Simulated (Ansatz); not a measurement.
**triplet Ge2H6: levels of theory compared**

We compute a comparison of 6 runs (UHF/STO-3G, UB2PLYP/6-31G*, UBHLYP/6-31G*, UCAM-B3LYP/6-31G*, UPBE-QIDH/6-31G*, USVWN5/6-31G*) of triplet Ge2H6. 

Program for the calculation: Ansatz 0.2.0.

39 further runs of the same task are left out: 39 set aside as unsound or not needed.

### Step 1. The structure to begin with

Ge2H6 has 8 atoms, charge 0, and is taken as a triplet. SMILES of the parent species: `[GeH3][GeH3]`. Geometry: relaxed at PBE0-D4/def2-TZVP. That shape belongs to the parent species and isn't relaxed for this state.

Bond lengths: Ge1–Ge2 2.420 Å, Ge1–H3 1.537 Å, Ge1–H4 1.537 Å, Ge1–H5 1.537 Å, Ge2–H6 1.537 Å, Ge2–H7 1.537 Å, Ge2–H8 1.537 Å. Some angles: Ge1–Ge2–H6 110.3°, Ge1–Ge2–H7 110.3°, Ge1–Ge2–H8 110.3°, Ge2–Ge1–H3 110.3°, Ge2–Ge1–H4 110.3°, Ge2–Ge1–H5 110.3°, H6–Ge2–H7 108.6°, H6–Ge2–H8 108.6°, H7–Ge2–H8 108.6°, H3–Ge1–H4 108.6°.

### Step 2. The energy at UHF/STO-3G (run 1)

run.yaml reads:

```yaml
crystal:
  periodic: [false, false, false]
  atoms:
    - {symbol: Ge, position_ang: [-0.569150, 0.281910, -1.029950]}
    - {symbol: Ge, position_ang: [0.569150, -0.281910, 1.029950]}
    - {symbol: H, position_ang: [-0.360530, -0.825230, -2.075830]}
    - {symbol: H, position_ang: [-2.077470, 0.442320, -0.780090]}
    - {symbol: H, position_ang: [-0.023210, 1.601970, -1.597890]}
    - {symbol: H, position_ang: [0.367430, 0.829100, 2.073090]}
    - {symbol: H, position_ang: [2.076310, -0.450460, 0.778490]}
    - {symbol: H, position_ang: [0.017470, -1.597700, 1.602230]}
basis:
  gaussian: {orbitals: STO-3G}
magnetization: {spin_polarized: true, initial_magnetization: 2}
hamiltonian: {xc: hf}
accuracy: high
output: {orbitals: {seedname: orbitals}}
```

Launch:

```sh
ansatz run run.yaml --threads 1 --pin off --max-ram 3480MiB --events-out events.jsonl --progress --plain --runs-dir runs
```

Log:

```text
Warning: RAYON_NUM_THREADS=1 ignored (pool sized by the plan → 1); use --threads N
Functional definition: HF
  name "HF"
  exchange = exact_x
  correlation = 0
615 factors; integrals over basis functions are off by at most 7.4e-9 eV
mean field evaluation 1: about -111746.6808 eV, gradient 7.2e0 eV
mean field evaluation 2: about -111746.7433 eV, gradient 7.2e0 eV
mean field evaluation 4: about -111748.1100 eV, gradient 1.3e0 eV
mean field evaluation 8: about -111748.1793 eV, gradient 1.5e-4 eV
mean field -111748.17763685 eV, -4106.6697825190 hartree, gradient 1.7e-8 eV, S^2 2.007612; 0 other end points of the search recorded, 0 dependent functions left out
reference -111748.17763685 eV, -4106.6697825190 hartree; 36, 34 occupied and 6, 8 virtual orbitals, 615 factors
Total energy: -111748.17763685 eV, -4106.6697825190 hartree
```

Run time: 0.48 s. Hardware: 1 thread of Intel Xeon 6975P-C (Granite Rapids), shared host; peak memory 0.13 GiB.

### Step 3. The energy at UB2PLYP/6-31G(d) (spherical functions) (run 2)

molecule.yaml reads:

```yaml
basis:
  gaussian:
    orbitals: 6-31G_st_-spherical.json
crystal:
  periodic: [false, false, false]
  atoms:
    - {symbol: Ge, position_ang: [-0.569150, 0.281910, -1.029950]}
    - {symbol: Ge, position_ang: [0.569150, -0.281910, 1.029950]}
    - {symbol: H, position_ang: [-0.360530, -0.825230, -2.075830]}
    - {symbol: H, position_ang: [-2.077470, 0.442320, -0.780090]}
    - {symbol: H, position_ang: [-0.023210, 1.601970, -1.597890]}
    - {symbol: H, position_ang: [0.367430, 0.829100, 2.073090]}
    - {symbol: H, position_ang: [2.076310, -0.450460, 0.778490]}
    - {symbol: H, position_ang: [0.017470, -1.597700, 1.602230]}
magnetization:
  spin_polarized: true
  initial_magnetization: 2
hamiltonian:
  xc: {name: B2PLYP}
correlation:
  frozen_orbitals: {Ge: 9, H: 0}
accuracy: high
output: {orbitals: {seedname: orbitals}}
```

The basis set 6-31G* is read from a file made from the Basis Set Exchange's data (not shown).

Launch:

```sh
ansatz run molecule.yaml --threads 1 --pin off --max-ram 3480MiB --events-out events.jsonl --progress --plain --runs-dir runs
```

Log (excerpt; [...] marks lines left out):

```text
Warning: RAYON_NUM_THREADS=1 ignored (pool sized by the plan → 1); use --threads N
Functional definition: B2PLYP
  name "B2PLYP"
[...]
1611 factors; integrals over basis functions are off by at most 8.5e-9 eV
[...]
mean field -113086.38648280 eV, -4155.8480505370 hartree, gradient 8.5e-8 eV, S^2 2.003324; 4 other end points of the search recorded, 0 dependent functions left out
18 core orbitals not correlated: weight in the atoms' cores, before any rotation towards them, 1.000 or more for the frozen orbitals, at most 0.000 for the correlated occupied ones
reference -113086.38651199 eV, -4155.8480516097 hartree; 18, 16 occupied and 40, 42 virtual orbitals, 1611 factors
second order -16.37289917 eV of doubles, -0.00000000 eV of singles
Total energy: -113090.80719477 eV, -4156.0105087053 hartree
```

It took 11 s on 1 thread of Intel Xeon 6975P-C (Granite Rapids), shared host; peak memory 0.41 GiB.

Runs 3 to 5 aren't shown in full; the table further down has their settings and results.

### Step 4. The energy at USVWN5/6-31G(d) (spherical functions) (run 6)

input.yaml reads:

```yaml
basis:
  gaussian: {orbitals: 6-31G_st_-spherical.json}
crystal:
  periodic: [false, false, false]
  atoms:
    - symbol: Ge
      position_ang: [-0.569150, 0.281910, -1.029950]
    - symbol: Ge
      position_ang: [0.569150, -0.281910, 1.029950]
    - symbol: H
      position_ang: [-0.360530, -0.825230, -2.075830]
    - symbol: H
      position_ang: [-2.077470, 0.442320, -0.780090]
    - symbol: H
      position_ang: [-0.023210, 1.601970, -1.597890]
    - symbol: H
      position_ang: [0.367430, 0.829100, 2.073090]
    - symbol: H
      position_ang: [2.076310, -0.450460, 0.778490]
    - symbol: H
      position_ang: [0.017470, -1.597700, 1.602230]
magnetization: {spin_polarized: true, initial_magnetization: 2}
hamiltonian: {xc: {name: SVWN5}}
accuracy: high
output: {orbitals: {seedname: orbitals}}
```

The basis set 6-31G* is read from a file made from the Basis Set Exchange's data (not shown).

Launch:

```sh
ansatz run input.yaml --threads 1 --pin off --max-ram 3480MiB --events-out events.jsonl --progress --plain --runs-dir runs
```

Log:

```text
Warning: RAYON_NUM_THREADS=1 ignored (pool sized by the plan → 1); use --threads N
Functional definition: SVWN5
  name "SVWN5"
  exchange = slater_x
  correlation = vwn5_c
1611 factors; integrals over basis functions are off by at most 8.5e-9 eV
mean field evaluation 1: about -112938.1636 eV, gradient 1.8e1 eV
mean field evaluation 2: about -112938.6622 eV, gradient 1.9e1 eV
mean field evaluation 4: about -112939.1504 eV, gradient 5.7e-1 eV
mean field evaluation 8: about -112939.1401 eV, gradient 5.5e-3 eV
mean field evaluation 16: about -112939.1401 eV, gradient 1.2e-6 eV
mean field evaluation 32: about -112936.4656 eV, gradient 7.9e0 eV
mean field -112939.14010710 eV, -4150.4368460372 hartree, gradient 6.3e-8 eV, S^2 2.001256; 6 other end points of the search recorded, 0 dependent functions left out
reference -112939.14011142 eV, -4150.4368461961 hartree; 36, 34 occupied and 40, 42 virtual orbitals, 1611 factors
Total energy: -112939.14011142 eV, -4150.4368461961 hartree
```

Wall time 4.2 s (1 thread of Intel Xeon 6975P-C (Granite Rapids), shared host); peak memory 0.23 GiB.

### Step 5. The series

```csv
run,level,frozen core orbitals,energy (Eh),HOMO energy (eV),⟨S²⟩,wall time
1,UHF/STO-3G,–,-4106.669783,0.95,2.008,0.48 s
2,UB2PLYP/6-31G* (spherical functions),18,-4156.010509,-2.37,2.003,11 s
3,UBHLYP/6-31G* (spherical functions),–,-4156.726347,-2.43,2.003,11 s
4,UCAM-B3LYP/6-31G* (spherical functions),–,-4157.015936,-2.86,2.002,9.9 s
5,UPBE-QIDH/6-31G* (spherical functions),18,-4155.567590,-2.88,2.005,13 s
6,USVWN5/6-31G* (spherical functions),–,-4150.436846,-1.53,2.001,4.2 s
```

### Step 6. Results

| quantity | value |
| --- | --- |
| run 6: total energy | -4150.43685 Eh |
| run 6: HOMO energy (highest over α and β) | -1.53 eV |
| run 6: ⟨S²⟩ | 2.001 |

**Reading.** Totals of different functionals can't be ranked against each other. In run 1 the basis is minimal, so the values are rough. All runs together took 49 s, the longest 13 s.
